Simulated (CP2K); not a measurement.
**One shape, several levels: CH3AlF2 (SMILES [CH3][Al]([F])[F])**

We compute a comparison of 4 runs (B3LYP/6-31G*, AM1, PM3, PM6) of CH3AlF2. 

Program for the calculation: CP2K 2026.2.

2 further runs of the same task are left out: 1 that didn't finish, 1 set aside as unsound or not needed.

## Step 1: The molecule

CH3AlF2: 7 atoms, total charge 0, spin state singlet. SMILES: `[CH3][Al]([F])[F]`. The C1–H6 distance was set to 1.968 Å, away from the relaxed value. At this shape a bond of the SMILES string is far longer than usual.

Bond lengths: C1–Al2 1.926 Å, Al2–F3 1.644 Å, Al2–F4 1.644 Å, C1–H5 1.091 Å, C1–H7 1.093 Å. Angles: C1–Al2–F3 121.5°, C1–Al2–F4 122.4°, F3–Al2–F4 116.1°, Al2–C1–H5 111.8°, Al2–C1–H7 110.6°, H5–C1–H7 108.4°.

## Step 2: A single-point energy at B3LYP/6-31G(d) (spherical functions) (run 1)

File calc.inp:

```
&GLOBAL
 PROJECT calc
 RUN_TYPE ENERGY
 PRINT_LEVEL MEDIUM
&END GLOBAL

&FORCE_EVAL
 METHOD QS
 &DFT
  BASIS_SET_FILE_NAME ./6_31gs.basis
  POTENTIAL_FILE_NAME POTENTIAL
  CHARGE 0
  MULTIPLICITY 1
  # Quickstep
  &QS
   METHOD GAPW
   EPS_DEFAULT 1.0E-10
  &END QS
  &MGRID
   CUTOFF 280
   REL_CUTOFF 50
   NGRIDS 4
  &END MGRID
  &POISSON
   PERIODIC NONE
   POISSON_SOLVER MULTIPOLE
  &END POISSON
  # self-consistent field
  &SCF
   SCF_GUESS ATOMIC
   EPS_SCF 1.0E-07
   MAX_SCF 150
   ADDED_MOS 5
   &DIAGONALIZATION
    ALGORITHM STANDARD
   &END DIAGONALIZATION
   &MIXING
    METHOD DIRECT_P_MIXING
    ALPHA 0.4
   &END MIXING
  &END SCF
  &XC
   &XC_FUNCTIONAL
    &HYB_GGA_XC_B3LYP
    &END HYB_GGA_XC_B3LYP
   &END XC_FUNCTIONAL
   &HF
    FRACTION 0.2
    &SCREENING
     EPS_SCHWARZ 1.0E-10
     SCREEN_ON_INITIAL_P F
    &END SCREENING
    &INTERACTION_POTENTIAL
     POTENTIAL_TYPE COULOMB
    &END INTERACTION_POTENTIAL
    &MEMORY
     MAX_MEMORY 1050
    &END MEMORY
   &END HF
  &END XC
  &PRINT
   &MOMENTS
    PERIODIC F
    REFERENCE COM
    MAX_MOMENT 1
   &END MOMENTS
   &MO ON
    ENERGIES T
    OCCUPATION_NUMBERS T
    NDIGITS 6
    &EACH
     QS_SCF 0
    &END EACH
    ADD_LAST NUMERIC
   &END MO
   &LOWDIN ON
   &END LOWDIN
   &HIRSHFELD OFF
   &END HIRSHFELD
  &END PRINT
 &END DFT
 &SUBSYS
  # box in angstrom
  &CELL
   ABC [angstrom] 9.6 11.1 9.3
   PERIODIC NONE
  &END CELL
  &COORD
   C      4.327700     6.609016     4.213290
   Al     4.874400     4.826916     4.697490
   F      6.094500     4.563616     5.767490
   F      4.157900     3.485516     4.073390
   H      3.505500     6.599116     3.495890
   H      3.752067     7.614484     5.804110
   H      5.162400     7.162016     3.773790
  &END COORD
  &KIND C
   BASIS_SET 6-31Gs
   POTENTIAL ALL
   LEBEDEV_GRID 194
   RADIAL_GRID 100
  &END KIND
  &KIND Al
   BASIS_SET 6-31Gs
   POTENTIAL ALL
   LEBEDEV_GRID 194
   RADIAL_GRID 100
  &END KIND
  &KIND F
   BASIS_SET 6-31Gs
   POTENTIAL ALL
   LEBEDEV_GRID 194
   RADIAL_GRID 100
  &END KIND
  &KIND H
   BASIS_SET 6-31Gs
   POTENTIAL ALL
   LEBEDEV_GRID 194
   RADIAL_GRID 100
  &END KIND
 &END SUBSYS
&END FORCE_EVAL
```

The run is started by

```
$ OMP_NUM_THREADS=1 cp2k.psmp calc.inp > calc.out
```

What it wrote:

```text
CP2K| version string:                                       CP2K version 2026.2
[...]
 GLOBAL| Method name                                                        CP2K
[...]
 GLOBAL| Run type                                                         ENERGY
[...]
 DFT| Spin restricted Kohn-Sham (RKS) calculation                            RKS
 DFT| Multiplicity                                                             1
[...]
 DFT| Charge                                                                   0
[...]
 FUNCTIONAL| HYB_GGA_XC_B3LYP:
[...]
 QS| Method:                                                                GAPW
[...]
 QS| Density cutoff [a.u.]:                                                140.0
[...]
 QS| Relative density cutoff [a.u.]:                                        25.0
[...]
                             - Atoms:                                          7
[...]
                             - Spherical basis functions:                     66
[...]
 Number of electrons:                                                         40
[...]
     1 P_Mix/Diag. 0.40E+00    3.5     0.68965238      -482.0399386404 -4.82E+02
[...]
    16 DIIS/Diag.  0.26E-07    1.2     4.8272E-09      -482.0577714932  1.71E-13
  *** SCF run converged in    16 steps ***
[...]
  Overlap energy of the core charge distribution:               0.00000169572563
  Self energy of the core charge distribution:               -348.41321410922330
  Core Hamiltonian energy:                                   -148.20859826989962
  Hartree energy:                                              81.14366830655609
  Exchange-correlation energy:                                -12.01138360444900
  Hartree-Fock Exchange energy:                                -8.90250381285357
[...]
                     Mulliken Population Analysis
 #  Atom  Element  Kind  Atomic population                           Net charge
       1     C        1          6.528300                             -0.528300
       2     Al       2         11.943048                              1.056952
       3     F        3          9.453042                             -0.453042
       4     F        3          9.452284                             -0.452284
       5     H        4          0.810637                              0.189363
       6     H        4          0.999069                              0.000931
       7     H        4          0.813621                              0.186379
 # Total charge                             40.000000                 -0.000000
[...]
  Dipole moment [Debye]
    X= -0.3700099E+00 Y=  0.1552269E+01 Z= -0.1241596E+01  Total=      2.0218824
 ENERGY| Total FORCE_EVAL ( QS ) energy [hartree]           -482.057771493187829
[...]
```

Run time: 22 s. Hardware: 1 thread of Arm Neoverse V2, shared host; peak memory 0.59 GiB.

## Step 3: The energy at AM1 (run 2)

File run.inp:

```
&GLOBAL
  PROJECT_NAME run
  RUN_TYPE ENERGY
  PRINT_LEVEL MEDIUM
&END GLOBAL
&FORCE_EVAL
  METHOD QUICKSTEP
  &DFT
    CHARGE 0
    MULTIPLICITY 1
    &QS
      METHOD AM1
      EPS_DEFAULT 1.0E-10
      &SE
        &COULOMB
          CUTOFF [angstrom] 50
          RC_RANGE [angstrom] 0
        &END COULOMB
        &EXCHANGE
          CUTOFF [angstrom] 50
          RC_RANGE [angstrom] 0
        &END EXCHANGE
      &END SE
    &END QS
    &POISSON
      PERIODIC NONE
      POISSON_SOLVER ANALYTIC
    &END POISSON
    &SCF
      SCF_GUESS ATOMIC
      EPS_SCF 1.0E-07
      MAX_SCF 80
      &DIAGONALIZATION
        ALGORITHM STANDARD
      &END DIAGONALIZATION
      &MIXING
        METHOD DIRECT_P_MIXING
        ALPHA 0.4
      &END MIXING
    &END SCF
    &PRINT
      &MOMENTS
        PERIODIC F
        REFERENCE COM
        MAX_MOMENT 1
      &END MOMENTS
      &MO ON
        ENERGIES T
        OCCUPATION_NUMBERS T
        NDIGITS 6
        &EACH
          QS_SCF 0
        &END EACH
        ADD_LAST NUMERIC
      &END MO
      &HIRSHFELD OFF
      &END HIRSHFELD
    &END PRINT
  &END DFT
  &SUBSYS
    &CELL
      ABC [angstrom] 14.6 16.1 14.3
      PERIODIC NONE
    &END CELL
    &COORD
      C      6.827700     9.109017     6.713290
      Al     7.374400     7.326917     7.197490
      F      8.594500     7.063617     8.267490
      F      6.657900     5.985517     6.573390
      H      6.005500     9.099117     5.995890
      H      6.252067    10.114484     8.304110
      H      7.662400     9.662016     6.273790
    &END COORD
  &END SUBSYS
&END FORCE_EVAL
```

The run is started by

```
$ OMP_NUM_THREADS=1 cp2k.psmp -i run.inp -o run.out
```

What it wrote:

```text
CP2K| version string:                                       CP2K version 2026.2
[...]
 GLOBAL| Method name                                                        CP2K
[...]
 GLOBAL| Run type                                                         ENERGY
[...]
                             - Atoms:                                          7
[...]
                             - Spherical basis functions:                     19
[...]
 Number of electrons:                                                         24
[...]
     1 P_Mix/Diag. 0.40E+00    0.0     0.68846242       -39.5304142628 -3.95E+01
[...]
    18 DIIS/Diag.  0.47E-07    0.0     0.00000007       -43.7138637086 -2.20E-13
  *** SCF run converged in    18 steps ***
  Core-core repulsion energy [eV]:                           1181.87933744286670
  Core Hamiltonian energy [eV]:                             -1997.93862420587561
  Two-electron integral energy [eV]:                         -746.91087693190298
  Electronic energy [eV]:                                   -2371.39406267182721
  Total energy [eV]:                                        -1189.51472522896029
  Atomic reference energy [eV]:                              1185.28092442780166
  Heat of formation [kcal/mol]:                               -97.63377362135844
[...]
 SE_DIPOLE| Moment [Debye]          0.52115254      -1.71052164       0.48562556
 SE_DIPOLE| Derivative [a.u.]       0.00000000       0.00000000       0.00000000
 ENERGY| Total FORCE_EVAL ( QS ) energy [hartree]            -43.713863708638961
[...]
```

It took 0.22 s on 1 thread of Arm Neoverse V2, shared host.

Run 3 isn't shown in full; the table further down has it.

## Step 4: A single-point energy at PM6 (run 4)

File gas.inp:

```
&GLOBAL
   PROJECT_NAME gas
   RUN_TYPE ENERGY
   PRINT_LEVEL MEDIUM
&END GLOBAL

&FORCE_EVAL
   METHOD QS
   &DFT
      &QS
         METHOD PM6
         EPS_DEFAULT 1.0E-10
         &SE
            &COULOMB
               CUTOFF [angstrom] 50
               RC_RANGE [angstrom] 0
            &END COULOMB
            &EXCHANGE
               CUTOFF [angstrom] 50
               RC_RANGE [angstrom] 0
            &END EXCHANGE
         &END SE
      &END QS
      &POISSON
         PERIODIC NONE
         POISSON_SOLVER ANALYTIC
      &END POISSON
      ! SCF settings
      &SCF
         SCF_GUESS ATOMIC
         EPS_SCF 1.0E-07
         MAX_SCF 80
         ADDED_MOS 2
         &DIAGONALIZATION
            ALGORITHM STANDARD
         &END DIAGONALIZATION
         &MIXING
            METHOD DIRECT_P_MIXING
            ALPHA 0.4
         &END MIXING
      &END SCF
      &PRINT
         &MOMENTS
            PERIODIC F
            REFERENCE COM
            MAX_MOMENT 1
         &END MOMENTS
         &MO ON
            ENERGIES T
            OCCUPATION_NUMBERS T
            NDIGITS 6
            &EACH
               QS_SCF 0
            &END EACH
            ADD_LAST NUMERIC
         &END MO
         &HIRSHFELD OFF
         &END HIRSHFELD
      &END PRINT
   &END DFT
   ! atoms, cell and kinds
   &SUBSYS
      &CELL
         ABC 12.6 14.1 12.3
         PERIODIC NONE
      &END CELL
      &COORD
         C      0.002233     0.379033    -0.945720
         Al     0.548933    -1.403067    -0.461520
         F      1.769033    -1.666367     0.608480
         F     -0.167567    -2.744467    -1.085620
         H     -0.819967     0.369133    -1.663120
         H     -0.573400     1.384500     0.645100
         H      0.836933     0.932033    -1.385220
      &END COORD
      &TOPOLOGY
         &CENTER_COORDINATES
         &END CENTER_COORDINATES
      &END TOPOLOGY
   &END SUBSYS
&END FORCE_EVAL
```

The run is started by

```
$ OMP_NUM_THREADS=1 cp2k.psmp -i gas.inp -o gas.out
```

What it wrote:

```text
CP2K| version string:                                       CP2K version 2026.2
[...]
 GLOBAL| Method name                                                        CP2K
[...]
 GLOBAL| Run type                                                         ENERGY
[...]
                             - Atoms:                                          7
[...]
                             - Spherical basis functions:                     24
[...]
 Number of electrons:                                                         24
[...]
     1 P_Mix/Diag. 0.40E+00    0.0     0.70481655       -38.3170597632 -3.83E+01
[...]
    17 DIIS/Diag.  0.63E-07    0.0     0.00000005       -42.5278853093 -2.77E-13
  *** SCF run converged in    17 steps ***
  Core-core repulsion energy [eV]:                           1148.64128651957390
  Core Hamiltonian energy [eV]:                             -1971.20271295604971
  Two-electron integral energy [eV]:                         -669.36237064555996
  Electronic energy [eV]:                                   -2305.88389827882975
  Total energy [eV]:                                        -1157.24261175925562
  Atomic reference energy [eV]:                              1152.59351542780132
  Heat of formation [kcal/mol]:                              -107.21071682089669
[...]
 SE_DIPOLE| Moment [Debye]          1.05986693      -3.08855701       0.04575237
 SE_DIPOLE| Derivative [a.u.]       0.00000000       0.00000000       0.00000000
 ENERGY| Total FORCE_EVAL ( QS ) energy [hartree]            -42.527885309310733
[...]
```

Wall time 0.22 s (1 thread of Arm Neoverse V2, shared host).

## Step 5: Overview of the runs

| run | level | scheme | iteration cap | energy (Eh) | dipole moment (D) | HOMO energy (eV) | LUMO energy (eV) | wall time |
| --- | --- | --- | --- | --- | --- | --- | --- | --- |
| 1 | B3LYP/6-31G* (spherical functions) | GAPW | 150 | -482.057771 | 2.02 | -8.15 | -2.57 | 22 s |
| 2 | AM1 | – | 80 | -43.713864 | 1.85 | -9.86 | – | 0.22 s |
| 3 | PM3 | – | 80 | -40.271698 | 1.39 | -9.97 | -2.01 | 0.2 s |
| 4 | PM6 | – | 80 | -42.527885 | 3.27 | -9.99 | 0.21 | 0.22 s |

## Step 6: Outcome

```
                quantity            value
     run 4: total energy     -42.52789 Eh
    run 4: dipole moment           3.27 D
      run 4: HOMO energy         -9.99 eV
      run 4: LUMO energy          0.21 eV
    run 4: HOMO–LUMO gap         10.19 eV
run 4: heat of formation  -107.2 kcal/mol
```

What this shows: The dipole moment (its size) runs from 1.39 D (PM3) to 3.27 D (PM6). Over runs 1, 3, 4 the HOMO–LUMO gap runs from 5.58 eV (B3LYP/6-31G*) to 10.19 eV (PM6). The two ends differ in method and basis and Hamiltonian. Force-field and semi-empirical energies have zeros of their own, so their totals don't compare. All runs together took 23 s, the longest 22 s.
